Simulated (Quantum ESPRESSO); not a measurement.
Crystal: WS2.

```
CELL_PARAMETERS angstrom
3.18000 0.00000 0.00000
-1.59000 2.75396 0.00000
0.00000 0.00000 12.50000
ATOMIC_POSITIONS crystal
W 0.33333 0.66667 0.25000
W 0.66667 0.33333 0.75000
S 0.33333 0.66667 0.62000
S 0.66667 0.33333 0.12000
S 0.33333 0.66667 0.88000
S 0.66667 0.33333 0.38000
```

Base run:

```yaml
Program: Quantum ESPRESSO 7.5
Functional: revPBE
Potentials_or_basis: PseudoDojo 0.4.1 SR PBE standard
Cutoff: 1007 eV
Density_cutoff: 4027 eV
k_mesh: 7 × 7 × 2
Occupations: gaussian, width 0.05 eV
Spin: collinear spin, ferromagnetic start
Starting_moments: "[2.0, 2.0, 0.0, 0.0, 0.0, 0.0] μB"
Hubbard_terms: W d U = 3 eV
```

Its results: band gap on the k mesh 1.20 eV, indirect (least direct gap 2.19 eV); pressure -1.8 GPa; net moment 0.00 μB per cell; largest force 1.026 eV/Å.

Q: After a change of settings the same cell gave: band gap on the k mesh 1.16 eV, indirect (least direct gap 2.18 eV); pressure -3.1 GPa; net moment 0.00 μB per cell; largest force 1.007 eV/Å. Which change was it?
A. functional from revPBE to PW91
B. functional from revPBE to PBEsol
C. functional from revPBE to RPBE
D. functional from revPBE to LDA

A: A.

PW91 binds more tightly than revPBE, so the same cell stands under less pressure.

Caveats: the potentials were made for another functional, which shifts forces and pressure; spin-orbit coupling is left out, which moves the levels of the heavy elements; an odd mesh through Γ misses points on the zone boundary, where band edges often lie; this functional lacks dispersion, which binds the layers, so the pressure and a relaxed spacing across them are unreliable.

Runs at the PBE level aren't shown here.
